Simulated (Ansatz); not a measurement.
# CH6BFSi: basis-set convergence

Aim: see how fast density functionals converge with the basis set for CH6BFSi.

The runs use Ansatz 0.2.0, Gaussian basis; one geometry, several basis sets.

Plan: PBE0-D4/def2-SVP; ωB97M-V/def2-SVP; PBE0-D4/def2-QZVPP; ωB97M-V/def2-QZVPP; the functionals' def2-TZVPP values are taken from earlier runs.

## (1) Structure used throughout

The geometry comes from an earlier relaxation with PBE0-D4 in a triple-zeta def2 set; it is a stationary point, not always the lowest conformer.

SMILES `BC[SiH2]F`, 10 atoms, charge 0, spin multiplicity 1.

Atoms are counted from 1 here; the program's logs count them from 0.

Bond lengths: B1–C2 1.537 Å, B1–H5 1.197 Å, B1–H6 1.197 Å, C2–Si3 1.871 Å, C2–H7 1.096 Å, C2–H8 1.096 Å, Si3–F4 1.602 Å, Si3–H9 1.482 Å, Si3–H10 1.482 Å. Angles: C2–B1–H5 120.7°, C2–B1–H6 120.7°, H5–B1–H6 118.6°, B1–C2–Si3 111.4°, B1–C2–H7 113.6°, B1–C2–H8 113.6°, Si3–C2–H7 103.5°, Si3–C2–H8 103.5°, H7–C2–H8 110.3°, C2–Si3–F4 107.7°, C2–Si3–H9 111.7°, C2–Si3–H10 111.8°, F4–Si3–H9 107.4°, F4–Si3–H10 107.4°, H9–Si3–H10 110.6°.

## (2) PBE0-D4 in def2-SVP

in.yaml reads:

```yaml
crystal:
  periodic: [false, false, false]
  atoms:
    - {symbol: B, position_ang: [-1.485814, 0.520723, -0.041612]}
    - {symbol: C, position_ang: [-0.408376, -0.522494, -0.378704]}
    - {symbol: Si, position_ang: [1.266505, -0.009985, 0.278358]}
    - {symbol: F, position_ang: [2.319420, -1.146496, -0.128849]}
    - {symbol: H, position_ang: [-1.699281, 1.439073, -0.779707]}
    - {symbol: H, position_ang: [-2.092608, 0.461782, 0.988920]}
    - {symbol: H, position_ang: [-0.235892, -0.642527, -1.454189]}
    - {symbol: H, position_ang: [-0.579945, -1.497772, 0.090576]}
    - {symbol: H, position_ang: [1.269375, 0.086593, 1.757192]}
    - {symbol: H, position_ang: [1.729716, 1.259901, -0.329185]}
basis:
  gaussian: {orbitals: def2-SVP}
hamiltonian: {xc: pbe0, dispersion: d4}
output: {orbitals: {seedname: orbitals}}
```

Command:

```console
$ ansatz run in.yaml --threads 2 --pin off --events-out ev --progress --plain --max-ram 4352MiB
```

Log:

```text
Functional definition: PBE0
  name "PBE0"
  cite "Adamo & Barone, J. Chem. Phys. 110, 6158 (1999) doi:10.1063/1.478522"
  cite "Perdew, Burke & Ernzerhof, Phys. Rev. Lett. 77, 3865 (1996) doi:10.1103/PhysRevLett.77.3865"
  parent pbe
  parameter a = 0.25
  parameter kappa = 0.804
  parameter beta = 0.06672455060314922
  exchange = (1 - a)*pbe_x(kappa = kappa, mu = beta*pi^2/3) + a*exact_x
  correlation = pbe_c(beta = beta)
1004 factors; their error is unknown
mean field evaluation 1: about -12387.6518 eV, gradient 4.6e1 eV
mean field evaluation 2: about -12385.9984 eV, gradient 5.4e1 eV
mean field evaluation 4: about -12392.2869 eV, gradient 2.3e0 eV
mean field evaluation 8: about -12392.2967 eV, gradient 9.4e-2 eV
mean field evaluation 16: about -12392.3449 eV, gradient 2.3e-5 eV
mean field -12392.34488921 eV, -455.4102748453 hartree, gradient 2.3e-5 eV, S^2 0.000000; 0 other end points of the search recorded, 0 dependent functions left out
reference -12392.34491646 eV, -455.4102758468 hartree; 20, 20 occupied and 70, 70 virtual orbitals, 1004 factors
Total energy: -12392.48673736 eV, -455.4154876687 hartree
```

Wall time 1 s (2 threads of Arm Neoverse V2, shared host); peak memory 0.43 GiB.

## (3) ωB97M-V in def2-SVP

in.yaml, as its differences from that of step 2:

```diff
@@ -15,3 +15,3 @@
   gaussian: {orbitals: def2-SVP}
-hamiltonian: {xc: pbe0, dispersion: d4}
+hamiltonian: {xc: {name: wB97M-V}}
 output: {orbitals: {seedname: orbitals}}
```

Same command.

Log:

```text
Functional definition: wB97M-V
  name "wB97M-V"
  cite "Mardirossian & Head-Gordon, J. Chem. Phys. 144, 214110 (2016) doi:10.1063/1.4952647"
  cite "Becke, J. Chem. Phys. 107, 8554 (1997) doi:10.1063/1.475007"
  cite "Vydrov & Van Voorhis, J. Chem. Phys. 133, 244103 (2010) doi:10.1063/1.3521275"
  # Of w^i u^j: cxij and so on, Table III.
  parameter omega = 0.3/bohr
  parameter cx = 0.15
  parameter cx01 = 1.007
  parameter cx10 = 0.259
  parameter css00 = 0.443
  parameter css04 = -1.437
  parameter css10 = -4.535
  parameter css20 = -3.390
  parameter css43 = 4.278
  parameter cos00 = 1.000
  parameter cos10 = 1.358
  parameter cos20 = 2.924
  parameter cos21 = -8.812
  parameter cos60 = -1.390
  parameter cos61 = 9.142
  parameter b = 6.0
  parameter c = 0.01
  gx(w, u) = 1 - cx + cx01*u + cx10*w
  gss(w, u) = css00 + css04*u^4 + css10*w + css20*w^2 + css43*w^4*u^3
  gos(w, u) = cos00 + cos10*w + (cos20 + cos21*u)*w^2 + (cos60 + cos61*u)*w^6
  exchange = spin_sum(e_x_unif_sr(omega)*gx(b97_w, b97_u_x)) + cx*exact_x_sr(omega) + exact_x_lr(omega)
  correlation = spin_sum(e_c_pw_mod_same_spin*gss(b97_w, b97_u_same))
      + integral(e_c_pw_mod_opposite_spin*gos(b97_w_opposite, b97_u_opposite)) + vv10(b, c)
1004 factors; their error is unknown
290 factors; integrals over basis functions are off by at most 1.1e-5 eV
mean field evaluation 1: about -12394.9210 eV, gradient 3.9e1 eV
mean field evaluation 2: about -12395.9411 eV, gradient 3.4e1 eV
mean field evaluation 4: about -12398.0379 eV, gradient 1.5e0 eV
mean field evaluation 8: about -12398.0469 eV, gradient 5.0e-2 eV
mean field evaluation 16: about -12398.0528 eV, gradient 6.6e-5 eV
mean field -12398.05283048 eV, -455.6200378179 hartree, gradient 6.6e-5 eV, S^2 0.000000; 0 other end points of the search recorded, 0 dependent functions left out
reference -12398.05287268 eV, -455.6200393690 hartree; 20, 20 occupied and 70, 70 virtual orbitals, 1004 factors
Total energy: -12398.05287268 eV, -455.6200393690 hartree
```

Wall time 4.2 s (2 threads of Arm Neoverse V2, shared host); peak memory 0.43 GiB.

## (4) PBE0-D4 in def2-QZVPP

in.yaml, as its differences from that of step 3:

```diff
@@ -14,4 +14,4 @@
 basis:
-  gaussian: {orbitals: def2-SVP}
-hamiltonian: {xc: {name: wB97M-V}}
+  gaussian: {orbitals: "def2-QZVPP.json"}
+hamiltonian: {xc: pbe0, dispersion: d4}
 output: {orbitals: {seedname: orbitals}}
```

Launched as before.

Log:

```text
Functional definition: PBE0
  name "PBE0"
  cite "Adamo & Barone, J. Chem. Phys. 110, 6158 (1999) doi:10.1063/1.478522"
  cite "Perdew, Burke & Ernzerhof, Phys. Rev. Lett. 77, 3865 (1996) doi:10.1103/PhysRevLett.77.3865"
  parent pbe
  parameter a = 0.25
  parameter kappa = 0.804
  parameter beta = 0.06672455060314922
  exchange = (1 - a)*pbe_x(kappa = kappa, mu = beta*pi^2/3) + a*exact_x
  correlation = pbe_c(beta = beta)
1316 factors; their error is unknown
mean field evaluation 1: about -12394.4375 eV, gradient 5.8e1 eV
mean field evaluation 2: about -12391.3757 eV, gradient 6.7e1 eV
mean field evaluation 4: about -12401.2101 eV, gradient 3.9e0 eV
mean field evaluation 8: about -12401.2371 eV, gradient 2.5e-2 eV
mean field -12401.24281790 eV, -455.7372676934 hartree, gradient 6.6e-5 eV, S^2 0.000000; 0 other end points of the search recorded, 0 dependent functions left out
reference -12401.24285823 eV, -455.7372691757 hartree; 20, 20 occupied and 401, 401 virtual orbitals, 1316 factors
Total energy: -12401.38467913 eV, -455.7424809977 hartree
```

Run time: 7.5 s. Hardware: 2 threads of Arm Neoverse V2, shared host; peak memory 1.1 GiB.

## (5) ωB97M-V in def2-QZVPP

in.yaml, as its differences from that of step 4:

```diff
@@ -15,3 +15,3 @@
   gaussian: {orbitals: "def2-QZVPP.json"}
-hamiltonian: {xc: pbe0, dispersion: d4}
+hamiltonian: {xc: {name: wB97M-V}}
 output: {orbitals: {seedname: orbitals}}
```

The command is unchanged.

Log:

```text
Functional definition: wB97M-V
  name "wB97M-V"
  cite "Mardirossian & Head-Gordon, J. Chem. Phys. 144, 214110 (2016) doi:10.1063/1.4952647"
  cite "Becke, J. Chem. Phys. 107, 8554 (1997) doi:10.1063/1.475007"
  cite "Vydrov & Van Voorhis, J. Chem. Phys. 133, 244103 (2010) doi:10.1063/1.3521275"
  # Of w^i u^j: cxij and so on, Table III.
  parameter omega = 0.3/bohr
  parameter cx = 0.15
  parameter cx01 = 1.007
  parameter cx10 = 0.259
  parameter css00 = 0.443
  parameter css04 = -1.437
  parameter css10 = -4.535
  parameter css20 = -3.390
  parameter css43 = 4.278
  parameter cos00 = 1.000
  parameter cos10 = 1.358
  parameter cos20 = 2.924
  parameter cos21 = -8.812
  parameter cos60 = -1.390
  parameter cos61 = 9.142
  parameter b = 6.0
  parameter c = 0.01
  gx(w, u) = 1 - cx + cx01*u + cx10*w
  gss(w, u) = css00 + css04*u^4 + css10*w + css20*w^2 + css43*w^4*u^3
  gos(w, u) = cos00 + cos10*w + (cos20 + cos21*u)*w^2 + (cos60 + cos61*u)*w^6
  exchange = spin_sum(e_x_unif_sr(omega)*gx(b97_w, b97_u_x)) + cx*exact_x_sr(omega) + exact_x_lr(omega)
  correlation = spin_sum(e_c_pw_mod_same_spin*gss(b97_w, b97_u_same))
      + integral(e_c_pw_mod_opposite_spin*gos(b97_w_opposite, b97_u_opposite)) + vv10(b, c)
1296 factors; their error is unknown
350 factors; integrals over basis functions are off by at most 8.5e-6 eV
mean field evaluation 1: about -12402.5334 eV, gradient 4.9e1 eV
mean field evaluation 2: about -12403.9233 eV, gradient 4.4e1 eV
mean field evaluation 4: about -12407.1404 eV, gradient 2.3e0 eV
mean field evaluation 8: about -12407.1553 eV, gradient 7.3e-2 eV
mean field evaluation 16: about -12407.1555 eV, gradient 2.4e-5 eV
mean field -12407.15552563 eV, -455.9545556949 hartree, gradient 2.4e-5 eV, S^2 0.000000; 0 other end points of the search recorded, 0 dependent functions left out
reference -12407.15559281 eV, -455.9545581635 hartree; 20, 20 occupied and 401, 401 virtual orbitals, 1296 factors
Total energy: -12407.15559281 eV, -455.9545581635 hartree
```

Run time: 19 s. Hardware: 2 threads of Arm Neoverse V2, shared host; peak memory 1.4 GiB.

## (6) Functionals by basis

The def2-TZVPP values come from earlier runs at the same geometry.

```
functional       basis  functions  energy (eV)  from the largest (eV)  HOMO (eV)  LUMO (eV)
   PBE0-D4    def2-SVP         90  -12392.4867                  8.898      -9.22      -1.58
   PBE0-D4  def2-TZVPP        219  -12400.8390                  0.546      -9.27      -1.68
   PBE0-D4  def2-QZVPP        421  -12401.3847                  0.000      -9.28      -1.71
   ωB97M-V    def2-SVP         90  -12398.0529                  9.103     -11.46       0.46
   ωB97M-V  def2-TZVPP        219  -12406.6482                  0.507     -11.51       0.22
   ωB97M-V  def2-QZVPP        421  -12407.1556                  0.000     -11.52       0.14
```

## (7) What came out

```
                                       quantity          value
PBE0-D4: double and triple zeta above quadruple  8.90, 0.55 eV
ωB97M-V: double and triple zeta above quadruple  9.10, 0.51 eV
```

What this shows: PBE0-D4 gains 8.35 eV from double to triple zeta, then 0.55 eV more. Total energies overstate the basis error of differences, where much of it tends to cancel.

For PBE0-D4 the largest set took about 8 times as long as the smallest (7.5 s against 1 s).
